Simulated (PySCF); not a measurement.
# [Nd(H2O)]3+: other functionals and bases at one geometry

The task here is to estimate one member of a computed series from the others.

Method: several levels, as the steps say, no spin–orbit coupling; program: PySCF 2.14.0.

1 further run of the same task is left out (for a known fault of the program).

## The starting structure

4 atoms, charge 3, spin multiplicity 1.

Bond lengths: Nd1–O2 2.246 Å, O2–H3 1.001 Å, O2–H4 1.001 Å. Angles: Nd1–O2–H3 128.9°, Nd1–O2–H4 128.9°, H3–O2–H4 102.3°.

As a file:

| atom | x (Å) | y (Å) | z (Å) |
| --- | --- | --- | --- |
| Nd1 | 0.0000 | 0.0000 | -0.1034 |
| O2 | 0.0000 | 0.0000 | 2.1429 |
| H3 | 0.7790 | 0.0000 | 2.7709 |
| H4 | -0.7790 | 0.0000 | 2.7709 |

Formal oxidation states: Nd +3. Each metal's 3 4f electrons lie in its core potential, so multiplicities, spins and levels count the valence alone. An earlier session relaxed this geometry at PBE0, Nd lcecp-1-SVP with ECP49, O def2-SVP, H def2-SVP (singlet, point group C2v).

At PBE0 on the finer grid: E = -108.890397 Eh, HOMO -27.80 eV, LUMO -20.51 eV, Mulliken charge on Nd1 +2.57 e, largest force component 0.002 eV/Å. 

Levels to run: BP86; r2SCAN; PBE0, TZVP. Hardware: 2 threads of AMD EPYC 7R43 (Zen 3), shared host.

The first run:

The input, run.py (the lines that set the calculation):

```python
mol = gto.M(atom='''
Nd     0.00000     0.00000    -0.10336
O      0.00000     0.00000     2.14290
H      0.77902     0.00000     2.77092
H     -0.77902     0.00000     2.77092''',
    basis={'Nd': 'lcecp-1-SVP', 'O': 'def2-SVP', 'H': 'def2-SVP'},
    ecp={'Nd': 'lcecp-1-SVP'},
    charge=3, spin=0)
mf = dft.RKS(mol, xc='B88,P86')
mf.grids.atom_grid = (75, 302)  # f atoms: unpruned, at least (60, 302)
mf = mf.density_fit()  # fitting sets: Nd AutoAux, O def2-universal-JKFIT, H def2-universal-JKFIT
mf.conv_tol = 1e-08; mf.max_cycle = 55
mf.kernel(dm0)  # dm0: the density of the relaxed state
```

Launch:

```console
OMP_NUM_THREADS=2 python run.py
```

Among the steps run: BP86; r2SCAN; PBE0, TZVP.

One of the session's tables, all rows but one given; the rest of the session is left out.

| level | HOMO (eV) | gap (eV) | charge on Nd1 (e) | dipole (D) | largest force component (eV/Å) |
| --- | --- | --- | --- | --- | --- |
| PBE0 (relaxed here) | -27.80 | 7.29 | 2.57 | 2.77 | 0.00 |
| BP86 | -26.27 | 4.82 | 2.52 | 3.11 | 0.54 |
| r2SCAN | -26.41 | 5.61 | 2.57 | 2.83 | 0.15 |
| PBE0, TZVP | ? | ? | ? | ? | ? |

Estimate the missing values for PBE0, TZVP.

**Answer.** HOMO (eV): -27.78; gap (eV): 7.32; charge on Nd1 (e): 2.66; dipole (D): 2.84; largest force component (eV/Å): 0.29. In the column «HOMO (eV)» it lies between PBE0 (relaxed here) (-27.80) and r2SCAN (-26.41).

The dipole of a charged species depends on the origin, so these sizes hold for this origin alone.

In one basis the HOMO–LUMO gap runs from 4.82 eV (BP86) to 7.29 eV (PBE0). The largest leftover force, 0.54 eV/Å with BP86, stands at a geometry relaxed at another level. With 4f in the core, its levels are missing from HOMO and gap, and its count is fixed, so no charge can pass from the ligands into it. Total energies of different levels can't be compared.
